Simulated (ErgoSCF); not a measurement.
# H2 (hydrogen) at 6 levels

Aim: a comparison of 6 runs (HF/STO-3G, HF/3-21G, HF/def2-SVP, B3LYP/6-31G*, BLYP/def2-SVP, B3LYP/cc-pVTZ) of H2 (hydrogen). 

The calculation is run with ErgoSCF 3.8.

4 further runs of the same task are left out: 2 that didn't finish, 2 set aside as unsound or not needed.

## (1) The system as given

The species is H2 (2 atoms), meant as a singlet with charge 0. As SMILES, `[H][H]`. Geometry: relaxed at PBE0-D4/def2-TZVP.

Bond lengths: H1–H2 0.746 Å.

## (2) The energy at HF/STO-3G (run 1)

Input file geom.xyz:

```xyz
2
H2
H      0.319300    -0.099200     0.165500
H     -0.319300     0.099200    -0.165500
```

Input file job.ego:

```
set_nthreads("env")
molecule "geom.xyz"
basis = "STO-3G"
scf.output_mulliken_pop = 1
scf.use_diagonalization = 1
tmpdir = "."
scf.max_number_of_iterations = 120
run "HF"
```

The basis set STO-3G is read from a file made from the Basis Set Exchange's data (not shown).

Command:

```bash
$ ergo job.ego
```

Output:

```text
INMA ERGO version 3.8
INMA reading input from file job.ego
INMA  basis := STO-3G
INMA Basis really set to STO-3G
INMA  output_mulliken_pop := 1
INMA  use_diagonalization := 1
INMA  max_number_of_iterations := 120
INMA running HF
INMA Running HF
INSC SCF_general constructor, number of basis functions: 2
INSC Min internuclear distance:      1.41001 a.u.  =      0.74615 Angstrom
INSC Max internuclear distance:      1.41001 a.u.  =      0.74615 Angstrom
INSC Euclidean norm of overlap matrix =          1.65585318902  (acc 1.49e-08)
INSC Euclidean norm of invCholFactor after truncation =          1.70462214149
INSC Beginning of SCF cycle 1
INSC nuclearEnergy, energy_2el, energy = 0.709214, 0.808222, -0.716534
INSC Energy   1 =         -0.71653389236
INSC maxabs FDS-SDF is 3.03e-16
INDE E_HOMO =         -0.49511778898
INDE E_LUMO =          0.58787704112
INSC Beginning of SCF cycle 2
INSC nuclearEnergy, energy_2el, energy = 0.709214, 0.673583, -1.116406
INSC Energy   2 =         -1.11640556828
INSC maxabs FDS-SDF is 3.97e-16
RESC CONVERGED after   2 iterations.
RESC FINAL ENERGY:         -1.11640556828
TISC Main SCF loop took      0.00 usr cpu s       0.00 sys cpu s       0.00 wall s
INSC SCF: dipole_moment_x [atomic units] =       0.00000000
INSC SCF: dipole_moment_y [atomic units] =      -0.00000000
INSC SCF: dipole_moment_z [atomic units] =       0.00000000
INSC Sum of Mulliken charges (electrons):       2.0000000
INSC Mulliken charge of atom 0 =       0.0000000
INSC Mulliken charge of atom 1 =      -0.0000000
INSC Sum of Mulliken atomic charges:      -0.0000000
```

Run time: 0.3 s. Hardware: 1 thread of Arm Neoverse V2, shared host.

## (3) The energy at HF/3-21G (run 2)

Input file ergo.in:

```
set_nthreads("env")
molecule_inline
H  0.60338955 -0.18746083 0.31274967
H  -0.60338955 0.18746083 -0.31274967
EOF
scf.max_number_of_iterations = 120
spin_polarization = 0
scf.use_diagonalization = 1
charge = 0
scf.output_mulliken_pop = 1
tmpdir = "."
basis = "3-21G"
run "HF"
```

The basis set 3-21G is read from a file made from the Basis Set Exchange's data (not shown).

Command:

```bash
$ ergo ergo.in
```

Output:

```text
[...]
INSC SCF_general constructor, number of basis functions: 4
[...]
INSC Energy   1 =         -0.26701074255
[...]
INDE E_LUMO =          0.26238664910
[...]
INSC Energy  11 =         -1.12286737440  ( diff     -0.000000000000051 )
[...]
RESC CONVERGED after  11 iterations.
RESC FINAL ENERGY:         -1.12286737440
[...]
INSC SCF: dipole_moment_x [atomic units] =      -0.00000000
INSC SCF: dipole_moment_y [atomic units] =       0.00000000
INSC SCF: dipole_moment_z [atomic units] =      -0.00000000
[...]
```

It took 0.3 s on 1 thread of Arm Neoverse V2, shared host.

Runs 3 to 5 aren't shown in full; the table further down has their settings and results.

## (4) A single-point energy at B3LYP/cc-pVTZ (run 6)

Input file molecule.xyz:

```xyz
2

H      0.319300    -0.099200     0.165500
H     -0.319300     0.099200    -0.165500
```

Input file ergo.in:

```
# B3LYP-G on H2
set_nthreads("env")
molecule "molecule.xyz"
scf.output_mulliken_pop = 1
scf.max_number_of_iterations = 120
XC.radint = 1e-11
XC.sparse_mode = 0
scf.use_diagonalization = 1
XC.angint = 41
basis = "cc-pVTZ"
tmpdir = "."
run "B3LYP-G"
```

The basis set cc-pVTZ is read from a file made from the Basis Set Exchange's data (not shown).

Command:

```bash
$ ergo < ergo.in
```

Output:

```text
[...]
INDF Weighted mixed functional:
[...]
INSC Energy   1 =          3.01296703136
[...]
INDE E_LUMO =          0.05747370931
[...]
INSC Energy   6 =         -1.17999188285  ( diff     -0.000000000005314 )
[...]
RESC CONVERGED after   6 iterations.
RESC FINAL ENERGY:         -1.17999188285
[...]
INSC SCF: dipole_moment_x [atomic units] =      -0.00000000
INSC SCF: dipole_moment_y [atomic units] =       0.00000000
INSC SCF: dipole_moment_z [atomic units] =       0.00000000
[...]
```

Run time: 0.66 s. Hardware: 1 thread of Arm Neoverse V2, shared host.

## (5) Overview of the runs

| run | level | integration grid | radint | energy (Eh) | dipole moment (D) | wall time |
| --- | --- | --- | --- | --- | --- | --- |
| 1 | HF/STO-3G | – | – | -1.116406 | 0.00 | 0.3 s |
| 2 | HF/3-21G | – | – | -1.122867 | 0.00 | 0.3 s |
| 3 | HF/def2-SVP | – | – | -1.128928 | 0.00 | 0.32 s |
| 4 | B3LYP/6-31G* (spherical functions) | Turbo | 1e-11 | -1.175475 | 0.00 | 0.36 s |
| 5 | BLYP/def2-SVP | Turbo | 1e-11 | -1.162101 | 0.00 | 0.38 s |
| 6 | B3LYP/cc-pVTZ | Turbo | 1e-11 | -1.179992 | 0.00 | 0.66 s |

## (6) Results

| quantity | value |
| --- | --- |
| run 6: total energy | -1.17999 Eh |
| run 6: dipole moment | 0.00 D |

**Reading.** Totals of different functionals can't be ranked against each other. In run 1 the basis is minimal, so the values are rough. All runs together took 2.3 s, the longest 0.66 s.
